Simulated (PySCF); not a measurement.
# C2H7FSi2: the cost of one run

Programs: PySCF 2.14.0, with density-fitted response routines of our own. Each step states its level of theory. These are calculated values for one molecule in the gas phase, unless marked as measured. Atoms count from 0, in the outputs and in this text.

## 1. Starting geometry

12 atoms, charge 0, multiplicity 1; geometry from: GFN2-xTB. The atoms were then displaced at random by about 0.01 Å, so the start is not that level's minimum.

Bonds of the start (Å): F0–C1 1.34, C1–C2 1.51, C2–Si3 1.94, Si3–Si4 2.28, Si3–C1 1.95, C1–H5 1.08, C2–H6 1.08, C2–H7 1.08, Si3–H8 1.46, Si4–H9 1.48, Si4–H10 1.46, Si4–H11 1.46.

## 2. Relaxing the molecule at PBE0-D3(BJ)/def2-SVP

What the job is given:

```
{"job": {"xc": "PBE0", "basis": "def2-SVP", "d3": "d3bj", "grid": 1, "shake": 0.01, "kind": "geom"}, "charge": 0, "multiplicity": 1}
F     -2.176470     1.726070     0.005270
C     -1.476850     0.581190    -0.054470
C     -0.978210     0.082630     1.277790
Si     0.461690     0.641390     0.108770
Si     1.699150    -0.920250    -1.006910
H     -2.011720    -0.111970    -0.685260
H     -1.128770    -0.963230     1.491960
H     -1.214840     0.712360     2.122350
H      0.841390     2.005340     0.461840
H      2.524110    -1.691480    -0.056720
H      0.885430    -1.861780    -1.761340
H      2.614780    -0.228540    -1.912300
```

On the command line:

```console
$ OMP_NUM_THREADS=1 python probes_run.py task.json out
```

The driver reads the jobs from task.json and runs them one after another.

Q: Estimate the wall time and peak memory of this first job on 1 thread of Arm Neoverse V1, shared host.

About 71 s, with a peak of 0.5 GiB.
